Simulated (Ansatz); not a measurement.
# BGeH5OSi: small, medium and large basis sets

The task here is to estimate one member of a computed series from the others.

The runs use Ansatz 0.2.0, Gaussian basis; one geometry, several basis sets.

Levels to be run: PBE0-D4/def2-SVP; ωB97M-V/def2-SVP; PBE0-D4/def2-QZVPP; ωB97M-V/def2-QZVPP; the functionals' def2-TZVPP values are taken from earlier runs.

**Structure used throughout**

An earlier PBE0-D4 in a triple-zeta def2 set relaxation fixed the geometry.

SMILES `[GeH3][SiH]1BO1`, 9 atoms, charge 0, spin multiplicity 1.

Atoms are counted from 1 here; the program's logs count them from 0.

Bond lengths: Ge1–Si2 2.373 Å, Ge1–H5 1.538 Å, Ge1–H6 1.536 Å, Ge1–H7 1.538 Å, Si2–B3 1.906 Å, Si2–O4 1.767 Å, Si2–H8 1.487 Å, B3–O4 1.336 Å, B3–H9 1.190 Å. Angles: Si2–Ge1–H5 111.3°, Si2–Ge1–H6 109.6°, Si2–Ge1–H7 109.3°, H5–Ge1–H6 109.2°, H5–Ge1–H7 108.5°, H6–Ge1–H7 108.9°, Ge1–Si2–B3 125.5°, Ge1–Si2–O4 112.1°, Ge1–Si2–H8 112.7°, B3–Si2–O4 42.4°, B3–Si2–H8 121.2°, O4–Si2–H8 109.7°, Si2–B3–O4 63.2°, Si2–B3–H9 165.0°, O4–B3–H9 131.8°, Si2–O4–B3 74.4°.

Set-up of the first run:

File in.yaml:

```yaml
crystal:
  periodic: [false, false, false]
  atoms:
    - {symbol: Ge, position_ang: [-0.469268, 1.585479, -0.024673]}
    - {symbol: Si, position_ang: [0.677253, -0.464578, -0.360061]}
    - {symbol: B, position_ang: [0.437103, -2.047912, 0.674291]}
    - {symbol: O, position_ang: [-0.418736, -1.850455, -0.332646]}
    - {symbol: H, position_ang: [-1.348162, 1.939875, -1.235945]}
    - {symbol: H, position_ang: [-1.352404, 1.481938, 1.227626]}
    - {symbol: H, position_ang: [0.556361, 2.713104, 0.179755]}
    - {symbol: H, position_ang: [1.471526, -0.478419, -1.617032]}
    - {symbol: H, position_ang: [0.534829, -2.925332, 1.471585]}
basis:
  gaussian: {orbitals: def2-SVP}
hamiltonian: {xc: pbe0, dispersion: d4}
output: {orbitals: {seedname: orbitals}}
```

Steps of the session up to this table: PBE0-D4 in def2-SVP; ωB97M-V in def2-SVP; PBE0-D4 in def2-QZVPP; ωB97M-V in def2-QZVPP.

One table of the session follows, with a row left open; its other results are not shown here.

It belongs to the step «Functionals by basis». 

```
functional       basis  HOMO (eV)
   PBE0-D4    def2-SVP      -6.98
   PBE0-D4  def2-TZVPP      -6.98
   PBE0-D4  def2-QZVPP          ?
   ωB97M-V    def2-SVP      -9.02
   ωB97M-V  def2-TZVPP      -9.05
   ωB97M-V  def2-QZVPP      -9.06
```

**Question.** Estimate the row for PBE0-D4, def2-QZVPP.

**Answer.** HOMO (eV): -6.99. In the column «HOMO (eV)» it lies between ωB97M-V, def2-SVP (-9.02) and PBE0-D4, def2-SVP (-6.98).
